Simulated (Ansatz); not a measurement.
# SnNH5: a rigid scan of the angle H6–Sn2–N1

The task here is to estimate one member of a computed series from the others.

Program: Ansatz 0.2.0, Gaussian basis. Level of theory: single points in def2-TZVPP. These are calculated values, not measurements.

Levels: PBE-D4, r2SCAN-D4, PBE0-D4, B3LYP-D4, wB97M-V, Hartree-Fock, MP2, CCSD, CCSD(T). The scan takes 81.9, 87.9, 93.9, 99.9, 105.9, 111.9, 117.9, 123.9, 129.9°.

Cores are frozen in the correlated methods. Filled d shells of the heavier atoms are correlated. Core potentials replace the inner electrons past krypton, and spin-orbit coupling is left out. B3LYP uses VWN-RPA correlation.

35 further runs of the same task are left out: 35 set aside as unsound or not needed.

### The starting structure

The minimum, relaxed at PBE0-D4: SMILES `[NH2][SnH3]`, 7 atoms, charge 0, spin multiplicity 1.

Atoms are counted from 1 here; the program's logs count them from 0.

Bond lengths: N1–Sn2 2.032 Å, N1–H3 1.012 Å, N1–H4 1.012 Å, Sn2–H5 1.704 Å, Sn2–H6 1.704 Å, Sn2–H7 1.717 Å. Angles: Sn2–N1–H3 112.9°, Sn2–N1–H4 112.9°, H3–N1–H4 107.1°, N1–Sn2–H5 105.9°, N1–Sn2–H6 105.9°, N1–Sn2–H7 113.4°, H5–Sn2–H6 112.1°, H5–Sn2–H7 109.7°, H6–Sn2–H7 109.7°.

Geometry (Å):

```mol
H5NSn
  3D, bonds by distance, orders not assigned

  7  6  0  0  0  0  0  0  0  0999 V2000
   -0.4996   -1.1833    0.1166 N   0  0
    0.1368    0.7304   -0.1356 Sn  0  0
   -0.0018   -1.8445   -0.4665 H   0  0
   -0.4137   -1.5049    1.0727 H   0  0
   -0.1158    1.0928   -1.7817 H   0  0
   -0.8363    1.6844    0.8880 H   0  0
    1.7917    0.9571    0.2609 H   0  0
  1  2  8  0
  1  3  8  0
  1  4  8  0
  2  5  8  0
  2  6  8  0
  2  7  8  0
M  END
```

Energies of the minimum (eV), from earlier single points: PBE-D4 -7401.02884, r2SCAN-D4 -7404.43077, PBE0-D4 -7401.49807, B3LYP-D4 -7405.51332, wB97M-V -7400.82252, CCSD(T) -7382.77483.

At the minimum the angle H6–Sn2–N1 is 105.9°.

Set-up of the first run:

Input file ccsdt-tzvpp/in.yaml:

```yaml
crystal:
  periodic: [false, false, false]
  atoms:
    - {symbol: N, position_ang: [-0.499637, -1.183300, 0.116576]}
    - {symbol: Sn, position_ang: [0.136845, 0.730376, -0.135610]}
    - {symbol: H, position_ang: [-0.001830, -1.844464, -0.466461]}
    - {symbol: H, position_ang: [-0.413715, -1.504861, 1.072661]}
    - {symbol: H, position_ang: [-0.115787, 1.092762, -1.781747]}
    - {symbol: H, position_ang: [-1.090413, 1.034131, 1.007413]}
    - {symbol: H, position_ang: [1.791692, 0.957062, 0.260883]}
basis:
  gaussian: {orbitals: def2-TZVPP}
correlation: {method: ccsd_t}
```

No record of the launch command was kept for these runs.

Among the steps run: H6–Sn2–N1 = 81.9°; H6–Sn2–N1 = 87.9°; H6–Sn2–N1 = 93.9°; H6–Sn2–N1 = 99.9°; H6–Sn2–N1 = 105.9°; H6–Sn2–N1 = 111.9°; H6–Sn2–N1 = 117.9°; H6–Sn2–N1 = 123.9°; H6–Sn2–N1 = 129.9°.

One of the session's tables, all rows but one given; the rest of the session is left out.

Energies less that of the minimum at the same level (kcal/mol):

```
      angle (°)  PBE-D4  PBE0-D4  B3LYP-D4  wB97M-V  Hartree-Fock
           81.9     7.6      8.2       8.3      8.4          10.4
           87.9       ?        ?         ?        ?             ?
           93.9     1.8      1.9       1.9      2.0           2.6
           99.9     0.4      0.5       0.5      0.5           0.7
105.9 (minimum)     0.0      0.0       0.0      0.0           0.0
          105.9     0.0      0.0       0.0      0.0           0.0
          111.9     0.5      0.5       0.5      0.5           0.4
          117.9     1.8      1.8       1.8      1.8           1.9
          123.9     3.9      4.1       4.1      4.1           4.4
          129.9     6.9      7.2       7.2      7.3           8.0
```

**Question.** Estimate the row for angle (°) = 87.9.

Worked estimate for «PBE-D4». A straight line through the neighbours (81.9, 7.6) and (93.9, 1.8) gives 7.6 + (1.8 − 7.6) × (87.9 − 81.9) / (93.9 − 81.9) = 4.7; a parabola fitted to 3 rows on both sides gives 4.2.

The run gave: PBE-D4: 4.1; PBE0-D4: 4.5; B3LYP-D4: 4.5; wB97M-V: 4.6; Hartree-Fock: 5.8. In «PBE-D4» the line misses by +0.6 and the parabola by +0.1.

Caveats from the session: A polynomial through the near points puts the CCSD(T) minimum at the PBE0-D4 value.
